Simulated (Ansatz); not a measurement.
# As4S4: the cost of one run

Computed with Ansatz 0.2.0 (the levels named in each step, unless a step's input says otherwise).

### Step 1. The starting structure

Bond lengths: S1–As2 2.248 Å, As2–S3 2.247 Å, S3–As4 2.250 Å, As4–S5 2.248 Å, As2–As6 2.645 Å, S5–As6 2.248 Å, As6–S7 2.250 Å, S1–As8 2.248 Å, As4–As8 2.645 Å, S7–As8 2.247 Å. Angles (14 of 16 angles, heavy atoms first): S1–As2–S3 94.5°, S1–As2–As6 98.4°, S3–As2–As6 98.4°, As2–S1–As8 103.0°, As2–S3–As4 103.0°, S3–As4–S5 94.5°, S3–As4–As8 98.4°, S5–As4–As8 98.4°, As4–S5–As6 103.0°, As2–As6–S5 98.4°, As2–As6–S7 98.4°, S5–As6–S7 94.5°, As6–S7–As8 103.0°, S1–As8–As4 98.4°.

Structure file:

```xyz
8

S    -0.8660   -2.1664   -0.0898
As    0.5137   -1.2734    1.4436
S     2.1681   -0.8660   -0.0215
As    1.2224    0.5798   -1.4625
S     0.8660    2.1664    0.0896
As   -0.5282    1.1558    1.5344
S    -2.1681    0.8660    0.0213
As   -1.2079   -0.4623   -1.5154
```

### Step 2. A rough first relaxation, PBE-D4/def2-SVP

input.yaml reads:

```yaml
crystal:
  periodic: [false, false, false]
  atoms:
    - { symbol: S, position_ang: [-0.86596, -2.1664, -0.08981] }
    - { symbol: As, position_ang: [0.51371, -1.27337, 1.44356] }
    - { symbol: S, position_ang: [2.16814, -0.86598, -0.02147] }
    - { symbol: As, position_ang: [1.22236, 0.5798, -1.4625] }
    - { symbol: S, position_ang: [0.86596, 2.16641, 0.08962] }
    - { symbol: As, position_ang: [-0.52818, 1.15583, 1.53438] }
    - { symbol: S, position_ang: [-2.16814, 0.86598, 0.02129] }
    - { symbol: As, position_ang: [-1.20789, -0.46226, -1.51544] }
basis:
  gaussian: { orbitals: def2-SVP }
hamiltonian:
  xc: pbe
  dispersion: d4
relax:
  f_tol: 0.03
  max_steps: 200
```

Launch:

```sh
ansatz run input.yaml --threads 4 --pin off --max-ram 10240MiB --backend cpu --events-out ev --progress --plain --runs-dir out
```

**Question.** How long does this run take on 4 threads of Intel Xeon Platinum 8175M at 2.50GHz (Skylake/Cascade Lake), shared host, and how much memory does it need?

About 20 s, with a peak of 0.47 GiB.
